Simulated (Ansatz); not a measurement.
# SnO: compression at zero temperature

The task here is to estimate one member of a computed series from the others.

Computed with Ansatz 0.2.0 (DFT r2SCAN, scalar-relativistic, plane waves, PAW, unless a step's input says otherwise).

1 further run of the same task is left out (set aside as unsound or not needed).

**The starting structure**

Symmetry: P4/nmm, No. 129, tetragonal system. Conventional cell: a = 3.808 Å, b = 3.808 Å, c = 4.936 Å, α = 90.00°, β = 90.00°, γ = 90.00°. Sn (site symmetry 4mm) has 4 O at 2.22 Å in its first shell of neighbours. O (site symmetry -4m2) is surrounded by 4 Sn at 2.22 Å.

Structure file:

```
Sn O
1.0
     3.80784    0.00000    0.00000
     0.00000    3.80784    0.00000
     0.00000    0.00000    4.93613
Sn O
2 2
Direct
  0.00000 0.50000 0.23239
  0.50000 0.00000 0.76761
  0.50000 0.50000 0.00000
  0.00000 0.00000 0.00000
```

It goes back to an entry of the Materials Project, which need not be the stable form.

It is the result of an earlier relaxation at this level (volume 17.89 Å³/atom; gap on the mesh: 0.36 eV).

The first run:

input.yaml

```yaml
crystal:
  lattice:
    - [3.8078423115, 0.0, 0.0]
    - [0.0, 3.8078423115, 0.0]
    - [0.0, 0.0, 4.9361262588]
  atoms:
    - { symbol: Sn, position: [0.0, 0.5, 0.2323921684] }
    - { symbol: Sn, position: [0.5, 0.0, 0.7676078316] }
    - { symbol: O, position: [0.5, 0.5, 0.0] }
    - { symbol: O, position: [0.0, 0.0, 0.0] }
basis:
  ecutwfc: 500
kpoints:
  mp_grid: { grid: [10, 10, 8] }
  band_path: { path: [VBM, CBM], npoints: 2 }
hamiltonian:
  xc: r2scan
scf:
  occupations: { method: gaussian, width: 0.01 }
output:
  forces: true
  stress: true
  eigenvalues: true
checkpoint:
  read: start.run
  write: ck
  compress: false
  write_wavefunctions: false
  write_every: 100000
```

Command:

```sh
ansatz run input.yaml --threads 1 --pin off --max-ram 2560MiB --backend cpu --events-out ev --progress --plain --runs-dir out
```

Steps of the session up to this table: Seeking the band edges; Target pressure -1 GPa; Band edges over the zone at -1 GPa; 1 GPa; Seeking the band edges at 1 GPa; 4 GPa; Target pressure 12 GPa; Relaxing at 25 GPa; Relaxing at 50 GPa; Target pressure 90 GPa.

One table of the session follows, with a row left open; its other results are not shown here.

Lengths are those of the vectors of the cell that was run:

| P (GPa) | V (Å³/atom) | a (Å) | b (Å) | c (Å) | ΔH (eV/atom) |
| --- | --- | --- | --- | --- | --- |
| -1 | 19.08 | 3.817 | 3.817 | 5.239 | -0.115 |
| 0 | 17.89 | 3.808 | 3.808 | 4.936 | 0.000 |
| 1 | 17.29 | 3.796 | 3.796 | 4.798 | 0.110 |
| 4 | ? | ? | ? | ? | ? |
| 12 | 14.54 | 3.674 | 3.674 | 4.309 | 1.181 |
| 25 | 13.21 | 3.581 | 3.581 | 4.122 | 2.303 |
| 50 | 11.84 | 3.475 | 3.475 | 3.923 | 4.246 |
| 90 | 10.62 | 3.369 | 3.369 | 3.743 | 7.037 |

**Question.** Estimate the row for P (GPa) = 4.

Worked estimate for «V (Å³/atom)». A straight line through the neighbours (1, 17.29) and (12, 14.54) gives 17.29 + (14.54 − 17.29) × (4 − 1) / (12 − 1) = 16.54; a parabola fitted to 4 rows on both sides gives 16.47.

The run gave: V (Å³/atom): 16.13; a (Å): 3.759; b (Å): 3.759; c (Å): 4.566; ΔH (eV/atom): 0.421. In «V (Å³/atom)» the line misses by +0.41 and the parabola by +0.34.

ΔH is E + PV over the energy at zero pressure; a, b and c are the vectors of the computed cell.

To keep in mind: Layers here are held mostly by dispersion, which this level lacks, so their spacing and the stiffness across them are unreliable there.
